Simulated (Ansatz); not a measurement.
Predict the output of the script below (the Ansatz DFT code, driven from Python).

Script `dimer_ch2br2.py`:
```python
# -*- coding: utf-8 -*-
'''Interaction energy of two CH2Br2 molecules, with the counterpoise correction.'''

import ansatz as az

FIRST = [
    ('Br', (-0.5674, -0.9089, 1.5251)),
    ('C', (-0.1254, 0.1272, -0.0706)),
    ('Br', (1.5915, -0.3366, -0.7696)),
    ('H', (-0.041, 1.2025, 0.1793)),
    ('H', (-0.8578, -0.0844, -0.8641)),
]
SECOND = [
    ('Br', (-2.0856, -2.1153, -0.7595)),
    ('C', (-3.2842, -2.7725, 0.6356)),
    ('Br', (-4.3676, -1.3758, 1.3616)),
    ('H', (-2.7015, -3.1476, 1.4991)),
    ('H', (-3.9726, -3.5187, 0.2112)),
]

def energy(atoms, ghosts=()):
    molecule = az.Crystal.molecule()
    for symbol, xyz in atoms:
        molecule = molecule.atom(symbol, xyz)
    calc = (
        molecule.calculation()
        .basis(gaussian='def2-SVP')  # atom-centred Gaussian functions
        .functional('hf')
    )
    deck = calc.input()
    if ghosts:
        deck = deck.set(az.key.basis.gaussian.ghost_atoms, [{'symbol': s, 'position_ang': list(xyz)} for s, xyz in ghosts])
    return az.Session.from_dict(deck).plan().execute().report['free_energy_ev']

# monomers in their own basis and in the basis of the dimer
both = energy(FIRST + SECOND)
alone = energy(FIRST) + energy(SECOND)
ghosted = energy(FIRST, SECOND) + energy(SECOND, FIRST)
print(f'dimer {both:.6f} eV')
print(f'interaction, uncorrected   {96.485332 * (both - alone):8.3f} kJ/mol')
print(f'interaction, counterpoise  {96.485332 * (both - ghosted):8.3f} kJ/mol')
print(f'basis-set superposition    {96.485332 * (alone - ghosted):8.3f} kJ/mol')
```

`python dimer_ch2br2.py` gives:
```text
dimer -282082.624000 eV
interaction, uncorrected     83.157 kJ/mol
interaction, counterpoise    90.970 kJ/mol
basis-set superposition       7.813 kJ/mol
```

Uncorrected it is 83.157 kJ/mol, with the counterpoise correction 90.970 kJ/mol; the difference, 7.813 kJ/mol, is the superposition error. In this basis both values are repulsive.

Notes:
- Total energies depend on the basis set; only differences at equal settings carry meaning.
- The dimer is a generated trial pose of unrelaxed monomers, not a minimum, so the figure is no binding energy, and the basis set is small.
- Hartree-Fock leaves correlation out, so bond, atomisation and ionisation energies come out well too low.
- This level lacks the dispersion part of the attraction (electrostatics and induction are there), which can decide the sign where the interaction is weak.
- The whole script took 25 s on 1 thread of Arm Neoverse V1, on a shared host, peak memory 0.62 GiB.
